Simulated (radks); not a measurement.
# Valence configurations of Ir³⁺

One table from this session's results is given with a row withheld; the runs are named, their logs left out.

The numbers are computed with radks (a radial shooting solver on a logarithmic mesh, Libxc functionals) version 1 (Dirac Kohn-Sham, PBE, spin-unpolarised, spherical densities, point nucleus; open shells fill j = l - 1/2 first), except any that are marked as measured or tabulated.

## What is computed

| Item | Value |
| --- | --- |
| element | iridium (Z = 77) |
| charge | +3 |
| electrons | 74 |
| configuration | [Xe] 4f14 5d6 |
| others tried | 4f14 5d5 6s1; 4f14 5d5 6p1; 4f14 5d5.5 6p0.5; 4f12 5d6 6s2; 4f13 5d6 6p1; 4f12 5d6 6p2; 4f14 5d5.5 6s0.5; 4f13 5d7; 4f12 5d8 |

The first run:

The run's settings:

```text
Z 77
configuration [Xe] 4f14 5d6
relativity Dirac
functional pbe,pbe
spin unpolarised
j_filling energy
nucleus point
c 137.035999084
```

Steps of the session up to this table: [Xe] 4f14 5d6.

One of the session's tables, all rows but one given; the rest of the session is left out.

It belongs to the step «[Xe] 4f14 5d6». From the orbitals of this run (lengths in bohr):

```
level     <r>  outermost maximum (interpolated)  90 % within  nodes
4d5/2  0.4831                             0.431        0.722      1
5s1/2  0.9768                             0.891         1.40      4
5p1/2   1.060                             0.947         1.54      3
4f5/2       ?                                 ?            ?      ?
4f7/2  0.5387                             0.397        0.875      0
5p3/2   1.155                              1.03         1.68      3
5d3/2   1.524                              1.25         2.31      2
5d5/2   1.569                              1.29         2.38      2
```

Q: Estimate the row for 4f5/2 from the others.

As computed: <r>: 0.5311; outermost maximum (interpolated): 0.393; 90 % within: 0.862; nodes: 0. In the column «<r>» it lies between 4d5/2 (0.4831) and 4f7/2 (0.5387).
